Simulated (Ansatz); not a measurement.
# C2H7O2V: one species, many methods

One table from this session's results is given with a row withheld; the runs are named, their logs left out.

Program: Ansatz 0.2.0, Gaussian basis. Level of theory: functionals in def2-TZVPP, the program's frozen cores in correlated methods. These are calculated values, not measurements.

Plan: LDA (SPW92), PBE-D4, revPBE-D4, BLYP-D4, r2SCAN-D4, B97M-V, PBE0-D4, B3LYP-D4, r2SCANh-D4, r2SCAN0-D4, HSE06-D4, BHLYP-D4, CAM-B3LYP-D4, LC-ωPBE, ωB97X-V, ωB97M-V, B2PLYP, PBE-QIDH; CCSD(T)/def2-SVP; CCSD(T)/def2-TZVPP; MP2/def2-QZVPP; extrapolation to the limit; RPA on PBE.

## The geometry

An earlier PBE0-D4 in a triple-zeta def2 set relaxation fixed the geometry.

SMILES `[CH3][V]([CH3])(=[O])[OH]`, 12 atoms, charge 0, spin multiplicity 1.

Atoms are counted from 1 here; the program's logs count them from 0.

Bond lengths: C1–V2 2.007 Å, C1–H6 1.092 Å, C1–H7 1.094 Å, C1–H8 1.094 Å, V2–C3 2.007 Å, V2–O4 1.555 Å, V2–O5 1.768 Å, C3–H9 1.094 Å, C3–H10 1.092 Å, C3–H11 1.094 Å, O5–H12 0.963 Å. Angles: V2–C1–H6 110.6°, V2–C1–H7 109.6°, V2–C1–H8 107.5°, H6–C1–H7 110.1°, H6–C1–H8 109.0°, H7–C1–H8 110.0°, C1–V2–C3 108.7°, C1–V2–O4 107.1°, C1–V2–O5 111.2°, C3–V2–O4 107.1°, C3–V2–O5 111.2°, O4–V2–O5 111.3°, V2–C3–H9 109.6°, V2–C3–H10 110.6°, V2–C3–H11 107.5°, H9–C3–H10 110.1°, H9–C3–H11 110.0°, H10–C3–H11 109.0° and more.

As a file:

```xyz
12
C2H7O2V
C    -1.68943    0.15474    0.21032
V     0.16009    0.43137   -0.51776
C     1.30480   -1.12657    0.02042
O     0.04997    0.40394   -2.06830
O     0.84879    1.95713    0.05014
H    -2.36906    0.92117   -0.16769
H    -1.66097    0.18351    1.30379
H    -2.03435   -0.82671   -0.12956
H     1.42553   -1.13458    1.10792
H     2.28114   -1.07150   -0.46526
H     0.79494   -2.03821   -0.30634
H     0.96575    2.09043    0.99643
```

The first run:

Input file in.yaml:

```yaml
crystal:
  periodic: [false, false, false]
  atoms:
    - {symbol: C, position_ang: [-1.689431, 0.154740, 0.210320]}
    - {symbol: V, position_ang: [0.160087, 0.431366, -0.517762]}
    - {symbol: C, position_ang: [1.304805, -1.126573, 0.020420]}
    - {symbol: O, position_ang: [0.049974, 0.403936, -2.068299]}
    - {symbol: O, position_ang: [0.848787, 1.957133, 0.050143]}
    - {symbol: H, position_ang: [-2.369056, 0.921168, -0.167694]}
    - {symbol: H, position_ang: [-1.660972, 0.183509, 1.303788]}
    - {symbol: H, position_ang: [-2.034352, -0.826713, -0.129556]}
    - {symbol: H, position_ang: [1.425526, -1.134583, 1.107918]}
    - {symbol: H, position_ang: [2.281144, -1.071502, -0.465264]}
    - {symbol: H, position_ang: [0.794942, -2.038209, -0.306339]}
    - {symbol: H, position_ang: [0.965746, 2.090429, 0.996429]}
basis:
  gaussian: {orbitals: def2-TZVPP}
hamiltonian: {xc: lda}
output: {orbitals: {seedname: orbitals}}
```

Started as:

```
$ ansatz run in.yaml --threads 4 --pin off --events-out ev --progress --plain --max-ram 11315MiB
```

Among the steps run: LDA; PBE-D4 (GGA); revPBE-D4 (GGA); BLYP-D4 (GGA); r2SCAN-D4 (meta-GGA); B97M-V (meta-GGA); B3LYP-D4 (hybrid); r2SCANh-D4 (hybrid); r2SCAN0-D4 (hybrid); HSE06-D4 (hybrid); BHLYP-D4 (hybrid); CAM-B3LYP-D4 (range-separated); LC-ωPBE (range-separated); ωB97X-V (range-separated); ωB97M-V (range-separated); B2PLYP (double hybrid); PBE-QIDH (double hybrid).

One of the session's tables, all rows but one given; the rest of the session is left out.

It belongs to the step «Frontier levels by functional». 

```
  functional  HOMO (eV)  LUMO (eV)  gap (eV)
 LDA (SPW92)      -7.06      -4.00      3.06
      PBE-D4      -6.92      -3.73      3.19
   revPBE-D4      -6.86      -3.63      3.23
     BLYP-D4      -6.81      -3.63      3.18
   r2SCAN-D4      -7.26      -3.60      3.66
      B97M-V      -7.36      -3.53      3.83
     PBE0-D4      -8.42      -2.56      5.86
    B3LYP-D4      -8.18      -2.87      5.31
  r2SCANh-D4      -7.82      -3.15      4.67
  r2SCAN0-D4      -8.65      -2.46      6.19
    HSE06-D4      -8.01      -2.94      5.07
    BHLYP-D4      -9.83      -1.21      8.63
CAM-B3LYP-D4      -9.89      -1.40      8.50
     LC-ωPBE     -11.29      -0.20     11.09
     ωB97X-V          ?          ?         ?
     ωB97M-V     -10.83      -0.23     10.60
```

Estimate the missing values for ωB97X-V.

As computed: HOMO (eV): -10.93; LUMO (eV): -0.23; gap (eV): 10.70. In the column «HOMO (eV)» it lies between LC-ωPBE (-11.29) and ωB97M-V (-10.83).
